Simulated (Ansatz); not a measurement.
**C3H9InO: small, medium and large basis sets**

Aim: see how fast density functionals converge with the basis set for C3H9InO.

The runs use Ansatz 0.2.0, Gaussian basis; one geometry, several basis sets.

The runs, in order: PBE0-D4/def2-SVP; ωB97M-V/def2-SVP; PBE0-D4/def2-QZVPP; ωB97M-V/def2-QZVPP; the functionals' def2-TZVPP values are taken from earlier runs.

### 1 The geometry

The geometry comes from an earlier relaxation with PBE0-D4 in a triple-zeta def2 set; it is a stationary point, not always the lowest conformer. In takes the def2 core potential; no spin-orbit term is included.

14 atoms, charge 0, spin multiplicity 1.

Atoms are counted from 1 here; the program's logs count them from 0.

Bond lengths: C1–C2 1.492 Å, C1–H6 1.094 Å, C1–H7 1.094 Å, C1–H8 1.088 Å, C2–C3 1.494 Å, C2–O4 1.220 Å, C3–H9 1.089 Å, C3–H10 1.094 Å, C3–H11 1.094 Å, O4–In5 2.364 Å, In5–H12 1.740 Å, In5–H13 1.740 Å, In5–H14 1.723 Å. Angles: C2–C1–H6 109.4°, C2–C1–H7 109.4°, C2–C1–H8 110.9°, H6–C1–H7 106.5°, H6–C1–H8 110.3°, H7–C1–H8 110.3°, C1–C2–C3 118.5°, C1–C2–O4 120.1°, C3–C2–O4 121.4°, C2–C3–H9 112.8°, C2–C3–H10 108.7°, C2–C3–H11 108.8°, H9–C3–H10 110.0°, H9–C3–H11 110.1°, H10–C3–H11 106.3°, C2–O4–In5 127.2°, O4–In5–H12 94.7°, O4–In5–H13 94.8° and more.

### 2 PBE0-D4 in def2-SVP

File in.yaml:

```yaml
crystal:
  periodic: [false, false, false]
  atoms:
    - {symbol: C, position_ang: [-1.733984, 0.908719, 0.914661]}
    - {symbol: C, position_ang: [-0.533547, 0.281331, 0.289699]}
    - {symbol: C, position_ang: [0.701610, 0.128537, 1.116069]}
    - {symbol: O, position_ang: [-0.573299, -0.093844, -0.870777]}
    - {symbol: In, position_ang: [1.166395, -1.117406, -2.101850]}
    - {symbol: H, position_ang: [-1.476513, 1.911099, 1.270054]}
    - {symbol: H, position_ang: [-2.026609, 0.332275, 1.797543]}
    - {symbol: H, position_ang: [-2.558611, 0.959494, 0.207147]}
    - {symbol: H, position_ang: [0.580580, 0.508827, 2.128827]}
    - {symbol: H, position_ang: [1.525144, 0.647292, 0.616722]}
    - {symbol: H, position_ang: [0.977949, -0.929546, 1.143285]}
    - {symbol: H, position_ang: [1.349764, -2.456213, -1.004934]}
    - {symbol: H, position_ang: [2.284744, 0.200276, -1.896413]}
    - {symbol: H, position_ang: [0.303476, -1.309941, -3.581232]}
basis:
  gaussian: {orbitals: def2-SVP}
hamiltonian: {xc: pbe0, dispersion: d4}
output: {orbitals: {seedname: orbitals}}
```

The run is started by

```bash
ansatz run in.yaml --threads 4 --pin off --events-out ev --progress --plain --max-ram 11315MiB
```

After this run come: ωB97M-V in def2-SVP; PBE0-D4 in def2-QZVPP; ωB97M-V in def2-QZVPP.

Q: Predict the results of all the runs planned. Wanted: PBE0-D4: double and triple zeta above quadruple; ωB97M-V: double and triple zeta above quadruple.

As calculated:

| quantity | value |
| --- | --- |
| PBE0-D4: double and triple zeta above quadruple | 6.50, 0.35 eV |
| ωB97M-V: double and triple zeta above quadruple | 6.84, 0.34 eV |

**Reading.** For PBE0-D4 the step from double to triple zeta gains 6.15 eV and the next only 0.35 eV. These are total energies; as a rule much of such shifts cancels in differences, which this series doesn't test.
